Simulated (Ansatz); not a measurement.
# A workflow on GeSiNH7 (SMILES [SiH3][NH][GeH3]), part 2 of 2

Ansatz 0.2.0.

### Step 4. A structure relaxation at MP2/6-31G(d) (Cartesian functions, start density atoms) (run 13)

job.yaml reads:

```yaml
crystal:
  periodic: [false, false, false]
  atoms:
    - {symbol: Si, position_ang: [-1.146800, 0.522200, -0.945600]}
    - {symbol: "N", position_ang: [0.461400, 0.319100, -0.375700]}
    - {symbol: Ge, position_ang: [1.020100, -0.675800, 1.066200]}
    - {symbol: H, position_ang: [-1.923700, -0.668500, -0.512900]}
    - {symbol: H, position_ang: [-1.160200, 0.627200, -2.430500]}
    - {symbol: H, position_ang: [-1.835500, 1.735800, -0.416100]}
    - {symbol: H, position_ang: [1.159100, 0.952900, -0.736500]}
    - {symbol: H, position_ang: [-0.018900, -1.787400, 1.262400]}
    - {symbol: H, position_ang: [1.119900, 0.180400, 2.345600]}
    - {symbol: H, position_ang: [2.407800, -1.257200, 0.745900]}
basis:
  gaussian:
    orbitals: "6-31G*"
correlation:
  method: mp2
relax:
  f_tol: 0.002
output: {orbitals: {seedname: orbitals}}
```

Launch:

```console
$ ansatz run job.yaml --threads 1 --pin off --max-ram 3480MiB --events-out events.jsonl --progress --plain --runs-dir runs
```

The program printed:

```text
Warning: RAYON_NUM_THREADS=1 ignored (pool sized by the plan → 1); use --threads N
The last accepted step is kept in runs//last_step.txt (removed where the run ends without a failure and the disk answers)
Functional definition: HF
  name "HF"
  exchange = exact_x
  correlation = 0
these checks for a lower state are left out or cut short: cluster_reference
927 factors; integrals over basis functions are off by at most 7.8e-4 eV
mean field evaluation 1: about -65917.7917 eV, gradient 3.2e1 eV
mean field evaluation 2: about -65917.8463 eV, gradient 3.2e1 eV
mean field evaluation 4: about -65920.2475 eV, gradient 2.9e0 eV
mean field evaluation 8: about -65920.2798 eV, gradient 1.4e-1 eV
mean field -65920.27981995 eV, -2422.5256010128 hartree, gradient 5.2e-6 eV, S^2 0.000000; 0 other end points of the search recorded, 0 dependent functions left out
15 core orbitals not correlated: weight in the atoms' cores, before any rotation towards them, 1.000 or more for the frozen orbitals, at most 0.000 for the correlated occupied ones
reference -65920.27981995 eV, -2422.5256010128 hartree; 15, 15 occupied and 53, 53 virtual orbitals, 927 factors
second order -13.53989853 eV of doubles, -0.00000000 eV of singles
the calculation of the forces begins
relax step   1: F+E_penalty+E_count = -65933.81971848 eV  Δ(F+E_penalty+E_count) = +0.000e0 eV  max|allowed force component| = 5.053e-1 eV/Å  Δτ_max = 0.0000 Å  (44 SCF iters, accepted)
these checks for a lower state are left out or cut short: starts, cluster_reference, orbital_swaps, neighbouring_geometries, increment
927 factors; integrals over basis functions are off by at most 7.8e-4 eV
mean field evaluation 16: about -65920.2762 eV, gradient 7.0e-1 eV
mean field -65920.27770833 eV, -2422.5255234121 hartree, gradient 9.2e-6 eV, S^2 0.000000; 0 other end points of the search recorded, 0 dependent functions left out
15 core orbitals not correlated: weight in the atoms' cores, before any rotation towards them, 1.000 or more for the frozen orbitals, at most 0.000 for the correlated occupied ones
reference -65920.27770833 eV, -2422.5255234121 hartree; 15, 15 occupied and 53, 53 virtual orbitals, 927 factors
second order -13.54982744 eV of doubles, -0.00000000 eV of singles
the calculation of the forces begins
relax step   2: F+E_penalty+E_count = -65933.82753577 eV  Δ(F+E_penalty+E_count) = -7.817e-3 eV  max|allowed force component| = 2.986e-1 eV/Å  Δτ_max = 0.0236 Å  (33 SCF iters, accepted)
these checks for a lower state are left out or cut short: starts, cluster_reference, orbital_swaps, neighbouring_geometries, increment
927 factors; integrals over basis functions are off by at most 7.8e-4 eV
mean field -65920.27378995 eV, -2422.5253794144 hartree, gradient 6.6e-6 eV, S^2 0.000000; 0 other end points of the search recorded, 0 dependent functions left out
15 core orbitals not correlated: weight in the atoms' cores, before any rotation towards them, 1.000 or more for the frozen orbitals, at most 0.000 for the correlated occupied ones
reference -65920.27378995 eV, -2422.5253794144 hartree; 15, 15 occupied and 53, 53 virtual orbitals, 927 factors
second order -13.55547749 eV of doubles, -0.00000000 eV of singles
the calculation of the forces begins
relax step   3: F+E_penalty+E_count = -65933.82926745 eV  Δ(F+E_penalty+E_count) = -1.732e-3 eV  max|allowed force component| = 3.849e-2 eV/Å  Δτ_max = 0.0064 Å  (34 SCF iters, accepted)
these checks for a lower state are left out or cut short: starts, cluster_reference, orbital_swaps, neighbouring_geometries, increment
927 factors; integrals over basis functions are off by at most 7.8e-4 eV
mean field evaluation 32: about -65920.2736 eV, gradient 1.5e-1 eV
mean field -65920.27374320 eV, -2422.5253776962 hartree, gradient 3.7e-6 eV, S^2 0.000000; 0 other end points of the search recorded, 0 dependent functions left out
15 core orbitals not correlated: weight in the atoms' cores, before any rotation towards them, 1.000 or more for the frozen orbitals, at most 0.000 for the correlated occupied ones
reference -65920.27374320 eV, -2422.5253776962 hartree; 15, 15 occupied and 53, 53 virtual orbitals, 927 factors
second order -13.55560598 eV of doubles, -0.00000000 eV of singles
the calculation of the forces begins
relax step   4: F+E_penalty+E_count = -65933.82934918 eV  Δ(F+E_penalty+E_count) = -8.173e-5 eV  max|allowed force component| = 6.408e-3 eV/Å  Δτ_max = 0.0034 Å  (32 SCF iters, accepted)
these checks for a lower state are left out or cut short: starts, cluster_reference, orbital_swaps, neighbouring_geometries, increment
927 factors; integrals over basis functions are off by at most 7.7e-4 eV
mean field -65920.27367101 eV, -2422.5253750433 hartree, gradient 8.0e-6 eV, S^2 0.000000; 0 other end points of the search recorded, 0 dependent functions left out
15 core orbitals not correlated: weight in the atoms' cores, before any rotation towards them, 1.000 or more for the frozen orbitals, at most 0.000 for the correlated occupied ones
reference -65920.27367101 eV, -2422.5253750433 hartree; 15, 15 occupied and 53, 53 virtual orbitals, 927 factors
second order -13.55587979 eV of doubles, -0.00000000 eV of singles
the calculation of the forces begins
relax step   5: F+E_penalty+E_count = -65933.82955080 eV  Δ(F+E_penalty+E_count) = -2.016e-4 eV  max|allowed force component| = 3.709e-2 eV/Å  Δτ_max = 0.0271 Å  (42 SCF iters, accepted)
these checks for a lower state are left out or cut short: starts, cluster_reference, orbital_swaps, neighbouring_geometries, increment
927 factors; integrals over basis functions are off by at most 7.7e-4 eV
mean field -65920.27282213 eV, -2422.5253438474 hartree, gradient 8.5e-6 eV, S^2 0.000000; 0 other end points of the search recorded, 0 dependent functions left out
15 core orbitals not correlated: weight in the atoms' cores, before any rotation towards them, 1.000 or more for the frozen orbitals, at most 0.000 for the correlated occupied ones
reference -65920.27282213 eV, -2422.5253438474 hartree; 15, 15 occupied and 53, 53 virtual orbitals, 927 factors
second order -13.55690735 eV of doubles, -0.00000000 eV of singles
the calculation of the forces begins
relax step   6: F+E_penalty+E_count = -65933.82972948 eV  Δ(F+E_penalty+E_count) = -1.787e-4 eV  max|allowed force component| = 3.329e-2 eV/Å  Δτ_max = 0.0178 Å  (32 SCF iters, accepted)
these checks for a lower state are left out or cut short: starts, cluster_reference, orbital_swaps, neighbouring_geometries, increment
927 factors; integrals over basis functions are off by at most 7.6e-4 eV
mean field -65920.27134663 eV, -2422.5252896238 hartree, gradient 8.0e-6 eV, S^2 0.000000; 0 other end points of the search recorded, 0 dependent functions left out
15 core orbitals not correlated: weight in the atoms' cores, before any rotation towards them, 1.000 or more for the frozen orbitals, at most 0.000 for the correlated occupied ones
reference -65920.27134663 eV, -2422.5252896238 hartree; 15, 15 occupied and 53, 53 virtual orbitals, 927 factors
second order -13.55856101 eV of doubles, -0.00000000 eV of singles
the calculation of the forces begins
mean field evaluation 64: about -65920.2713 eV, gradient 8.0e-6 eV
relax step   7: F+E_penalty+E_count = -65933.82990763 eV  Δ(F+E_penalty+E_count) = -1.782e-4 eV  max|allowed force component| = 3.536e-2 eV/Å  Δτ_max = 0.0244 Å  (42 SCF iters, accepted)
these checks for a lower state are left out or cut short: starts, cluster_reference, orbital_swaps, neighbouring_geometries, increment
927 factors; integrals over basis functions are off by at most 7.5e-4 eV
mean field -65920.27096002 eV, -2422.5252754163 hartree, gradient 5.1e-6 eV, S^2 0.000000; 0 other end points of the search recorded, 0 dependent functions left out
15 core orbitals not correlated: weight in the atoms' cores, before any rotation towards them, 1.000 or more for the frozen orbitals, at most 0.000 for the correlated occupied ones
reference -65920.27096002 eV, -2422.5252754163 hartree; 15, 15 occupied and 53, 53 virtual orbitals, 927 factors
second order -13.55904077 eV of doubles, -0.00000000 eV of singles
the calculation of the forces begins
relax step   8: F+E_penalty+E_count = -65933.83000079 eV  Δ(F+E_penalty+E_count) = -9.316e-5 eV  max|allowed force component| = 1.743e-2 eV/Å  Δτ_max = 0.0190 Å  (32 SCF iters, accepted)
these checks for a lower state are left out or cut short: starts, cluster_reference, orbital_swaps, neighbouring_geometries, increment
927 factors; integrals over basis functions are off by at most 7.5e-4 eV
mean field -65920.27128740 eV, -2422.5252874473 hartree, gradient 1.6e-6 eV, S^2 0.000000; 0 other end points of the search recorded, 0 dependent functions left out
15 core orbitals not correlated: weight in the atoms' cores, before any rotation towards them, 1.000 or more for the frozen orbitals, at most 0.000 for the correlated occupied ones
reference -65920.27128740 eV, -2422.5252874473 hartree; 15, 15 occupied and 53, 53 virtual orbitals, 927 factors
second order -13.55873494 eV of doubles, -0.00000000 eV of singles
the calculation of the forces begins
relax step   9: F+E_penalty+E_count = -65933.83002234 eV  Δ(F+E_penalty+E_count) = -2.155e-5 eV  max|allowed force component| = 7.482e-3 eV/Å  Δτ_max = 0.0091 Å  (33 SCF iters, accepted)
these checks for a lower state are left out or cut short: starts, cluster_reference, orbital_swaps, neighbouring_geometries, increment
927 factors; integrals over basis functions are off by at most 7.5e-4 eV
mean field -65920.27164828 eV, -2422.5253007095 hartree, gradient 2.3e-6 eV, S^2 0.000000; 0 other end points of the search recorded, 0 dependent functions left out
15 core orbitals not correlated: weight in the atoms' cores, before any rotation towards them, 1.000 or more for the frozen orbitals, at most 0.000 for the correlated occupied ones
reference -65920.27164828 eV, -2422.5253007095 hartree; 15, 15 occupied and 53, 53 virtual orbitals, 927 factors
second order -13.55838954 eV of doubles, -0.00000000 eV of singles
the calculation of the forces begins
relax step  10: F+E_penalty+E_count = -65933.83003782 eV  Δ(F+E_penalty+E_count) = -1.548e-5 eV  max|allowed force component| = 7.964e-3 eV/Å  Δτ_max = 0.0035 Å  (32 SCF iters, accepted)
these checks for a lower state are left out or cut short: starts, cluster_reference, orbital_swaps, neighbouring_geometries, increment
927 factors; integrals over basis functions are off by at most 7.5e-4 eV
mean field -65920.27192947 eV, -2422.5253110429 hartree, gradient 1.5e-6 eV, S^2 0.000000; 0 other end points of the search recorded, 0 dependent functions left out
15 core orbitals not correlated: weight in the atoms' cores, before any rotation towards them, 1.000 or more for the frozen orbitals, at most 0.000 for the correlated occupied ones
reference -65920.27192947 eV, -2422.5253110429 hartree; 15, 15 occupied and 53, 53 virtual orbitals, 927 factors
second order -13.55811198 eV of doubles, -0.00000000 eV of singles
the calculation of the forces begins
mean field evaluation 96: about -65920.2719 eV, gradient 1.5e-6 eV
relax step  11: F+E_penalty+E_count = -65933.83004145 eV  Δ(F+E_penalty+E_count) = -3.630e-6 eV  max|allowed force component| = 2.511e-3 eV/Å  Δτ_max = 0.0020 Å  (32 SCF iters, accepted)
these checks for a lower state are left out or cut short: starts, cluster_reference, orbital_swaps, neighbouring_geometries, increment
927 factors; integrals over basis functions are off by at most 7.5e-4 eV
mean field -65920.27186626 eV, -2422.5253087199 hartree, gradient 1.1e-6 eV, S^2 0.000000; 0 other end points of the search recorded, 0 dependent functions left out
15 core orbitals not correlated: weight in the atoms' cores, before any rotation towards them, 1.000 or more for the frozen orbitals, at most 0.000 for the correlated occupied ones
reference -65920.27186626 eV, -2422.5253087199 hartree; 15, 15 occupied and 53, 53 virtual orbitals, 927 factors
second order -13.55817570 eV of doubles, -0.00000000 eV of singles
the calculation of the forces begins
relax step  12: F+E_penalty+E_count = -65933.83004196 eV  Δ(F+E_penalty+E_count) = -5.075e-7 eV  max|allowed force component| = 4.248e-4 eV/Å  Δτ_max = 0.0004 Å  (32 SCF iters, accepted)
these checks for a lower state are left out or cut short: cluster_reference
927 factors; integrals over basis functions are off by at most 7.5e-4 eV
mean field -65920.27186626 eV, -2422.5253087199 hartree, gradient 1.1e-6 eV, S^2 0.000000; 1 other end points of the search recorded, 0 dependent functions left out
15 core orbitals not correlated: weight in the atoms' cores, before any rotation towards them, 1.000 or more for the frozen orbitals, at most 0.000 for the correlated occupied ones
reference -65920.27186626 eV, -2422.5253087199 hartree; 15, 15 occupied and 53, 53 virtual orbitals, 927 factors
second order -13.55817570 eV of doubles, -0.00000000 eV of singles
the calculation of the forces begins
Total energy: -65933.83004196 eV, -2423.0235624869 hartree
Atom 0 at    -1.160726     0.527217    -0.947911 Å, force     0.000217     0.000274    -0.000425 eV/Å
Atom 1 at     0.475666     0.262701    -0.422998 Å, force    -0.000054    -0.000072     0.000196 eV/Å
Atom 2 at     1.024047    -0.668635     1.077071 Å, force     0.000181    -0.000159     0.000162 eV/Å
Atom 3 at    -1.946857    -0.675902    -0.577433 Å, force     0.000036    -0.000075     0.000077 eV/Å
Atom 4 at    -1.182104     0.723381    -2.421875 Å, force    -0.000130     0.000013    -0.000024 eV/Å
Atom 5 at    -1.835589     1.711920    -0.342120 Å, force    -0.000064    -0.000066     0.000129 eV/Å
Atom 6 at     1.185272     0.882121    -0.805922 Å, force    -0.000133     0.000080    -0.000212 eV/Å
Atom 7 at     0.005083    -1.800141     1.297088 Å, force    -0.000086     0.000039    -0.000000 eV/Å
Atom 8 at     1.085512     0.220104     2.343339 Å, force    -0.000004     0.000007     0.000027 eV/Å
Atom 9 at     2.432895    -1.234066     0.803560 Å, force     0.000038    -0.000040     0.000071 eV/Å
Dipole moment:     0.192476     0.074071     0.040014 e Å
Checks for a lower state left out: cluster_reference
```

It took 44 s on 1 thread of Arm Neoverse V2, shared host; peak memory 0.18 GiB.

Step by step:

```
step  energy from the first frame kept (eV)  largest force (eV/Å)
   1                                 0.0000                0.5278
   2                                -0.0078                0.3157
   3                                -0.0095                0.0388
   4                                -0.0096                0.0080
   5                                -0.0098                0.0453
   6                                -0.0100                0.0492
   7                                -0.0102                0.0394
   8                                -0.0103                0.0176
   9                                -0.0103                0.0110
  10                                -0.0103                0.0089
  11                                -0.0103                0.0035
  12                                -0.0103                0.0006
```

After the run. Bond lengths: Si1–N2 1.739 Å, N2–Ge3 1.849 Å, Si1–H4 1.484 Å, Si1–H5 1.487 Å, Si1–H6 1.492 Å, N2–H7 1.017 Å, Ge3–H8 1.539 Å, Ge3–H9 1.548 Å, Ge3–H10 1.543 Å. Some angles: Si1–N2–Ge3 126.9°, Si1–N2–H7 116.8°, Ge3–N2–H7 113.9°, N2–Si1–H4 107.4°, N2–Si1–H5 109.4°, N2–Si1–H6 115.1°, N2–Ge3–H8 106.9°, N2–Ge3–H9 112.7°, N2–Ge3–H10 108.2°, H4–Si1–H5 110.3°.

### Step 5. Vibrational wavenumbers at MP2/6-31G(d) (Cartesian functions, start density atoms) (run 14)

input.yaml reads:

```yaml
crystal:
  periodic: [false, false, false]
  atoms:
    - {symbol: Si, position_ang: [-1.160726, 0.527217, -0.947911]}
    - {symbol: N, position_ang: [0.475666, 0.262701, -0.422998]}
    - {symbol: Ge, position_ang: [1.024047, -0.668635, 1.077071]}
    - {symbol: H, position_ang: [-1.946857, -0.675902, -0.577433]}
    - {symbol: H, position_ang: [-1.182104, 0.723381, -2.421875]}
    - {symbol: H, position_ang: [-1.835589, 1.711920, -0.342120]}
    - {symbol: H, position_ang: [1.185272, 0.882121, -0.805922]}
    - {symbol: H, position_ang: [0.005083, -1.800141, 1.297088]}
    - {symbol: H, position_ang: [1.085512, 0.220104, 2.343339]}
    - {symbol: H, position_ang: [2.432895, -1.234066, 0.803560]}
basis:
  gaussian:
    orbitals: "6-31G*"
phonons:
  temperatures: {t_min: 298.15, t_max: 298.15, t_step: 1}
correlation:
  method: mp2
```

Launch:

```console
$ ansatz run input.yaml --threads 1 --pin off --max-ram 3480MiB --events-out events.jsonl --progress --plain --runs-dir runs
```

The program printed, cut to the lines that bear on the results:

```text
Warning: RAYON_NUM_THREADS=1 ignored (pool sized by the plan → 1); use --threads N
Functional definition: HF
  name "HF"
[...]
927 factors; integrals over basis functions are off by at most 7.5e-4 eV
[...]
mean field -65920.27186577 eV, -2422.5253087021 hartree, gradient 5.3e-6 eV, S^2 0.000000; 0 other end points of the search recorded, 0 dependent functions left out
[...]
Atom 8 at     1.085512     0.220104     2.343339 Å, force    -0.000005     0.000014     0.000035 eV/Å
Atom 9 at     2.432895    -1.234066     0.803560 Å, force     0.000042    -0.000040     0.000070 eV/Å
Dipole moment:     0.192476     0.074072     0.040016 e Å
Vibrations: 61.04 75.36 176.40 358.65 538.22 614.42 643.85 726.29 806.53 857.30 886.86 917.48 948.10 969.20 1022.67 1041.28 1248.78 2144.02 2172.59 2196.65 2274.20 2303.71 2323.75 3605.70 cm⁻¹, zero-point energy 1.792383 eV
Checks for a lower state left out: cluster_reference
```

It took 3 min on 1 thread of Arm Neoverse V2, shared host; peak memory 0.18 GiB.

### Step 6. All runs side by side

```
run                                                    level         task  walk f tol  partner   energy (Eh)  dipole moment (D)  wall time
  1                          HF/STO-3G (start density atoms)     optimise       0.002     base  -2395.222167               0.41      8.4 s
  2                          HF/STO-3G (start density atoms)  frequencies           –     base  -2395.222168               0.41       31 s
  3                         UHF/STO-3G (start density atoms)       energy           –   cation  -2395.034765                  –      0.4 s
  4                         UHF/STO-3G (start density atoms)     optimise           –   cation  -2395.064735                  –       17 s
  5                           HF/3-21G (start density atoms)     optimise       0.002     base  -2410.980816               0.88       21 s
  6                           HF/3-21G (start density atoms)  frequencies           –     base  -2410.980817               0.88       31 s
  7                          UHF/3-21G (start density atoms)       energy           –   cation  -2410.682680                  –      0.8 s
  8                          UHF/3-21G (start density atoms)     optimise           –   cation  -2410.710800                  –      8.7 s
  9     HF/6-31G* (Cartesian functions, start density atoms)     optimise       0.002     base  -2422.526016               1.00       24 s
 10     HF/6-31G* (Cartesian functions, start density atoms)  frequencies           –     base  -2422.526016               1.00       92 s
 11  B3LYP/6-31G* (Cartesian functions, start density atoms)     optimise       0.002     base  -2425.231468               1.03       41 s
 12  B3LYP/6-31G* (Cartesian functions, start density atoms)  frequencies           –     base  -2425.231467               1.03    2.6 min
 13    MP2/6-31G* (Cartesian functions, start density atoms)     optimise       0.002     base  -2423.023562               1.01       44 s
 14    MP2/6-31G* (Cartesian functions, start density atoms)  frequencies           –     base  -2423.023562               1.01      3 min
```

### Step 7. Results

This closing draws on all 2 parts.

```
                                                                          quantity           value
                                                  run 14, MP2/6-31G*: total energy  -2423.02356 Eh
                            run 14, MP2/6-31G*: dipole moment (correlated density)          1.01 D
                  run 14, MP2/6-31G*: correlation energy (15 core orbitals frozen)      -498.3 mEh
                                      run 14, MP2/6-31G*: largest force on an atom      0.001 eV/Å
                                    run 14, MP2/6-31G*: lowest harmonic wavenumber         61 cm⁻¹
                                   run 14, MP2/6-31G*: highest harmonic wavenumber       3606 cm⁻¹
                                             run 14, MP2/6-31G*: zero-point energy    172.9 kJ/mol
                     vertical ionisation energy (to the doublet cation), HF/STO-3G        5.100 eV
                      vertical ionisation energy (to the doublet cation), HF/3-21G        8.113 eV
adiabatic ionisation energy (to the doublet cation, no zero-point term), HF/STO-3G        4.284 eV
 adiabatic ionisation energy (to the doublet cation, no zero-point term), HF/3-21G        7.348 eV
```

**Reading.** At HF/STO-3G: the vertical ionisation energy comes to 5.10 eV (492 kJ/mol). In a minimal basis such a difference can be off by several eV, whatever the method. At HF/3-21G: removing an electron at fixed nuclei costs 8.11 eV (187 kcal/mol). At HF/STO-3G: the adiabatic ionisation energy (to the doublet cation, no zero-point term) is 4.28 eV (99 kcal/mol). At HF/3-21G: the adiabatic ionisation energy (to the doublet cation, no zero-point term) is 7.35 eV (709 kJ/mol). In runs 1, 2, 3, 4 the basis is minimal, so the values are rough. All runs together took 11 min, the longest 3 min.
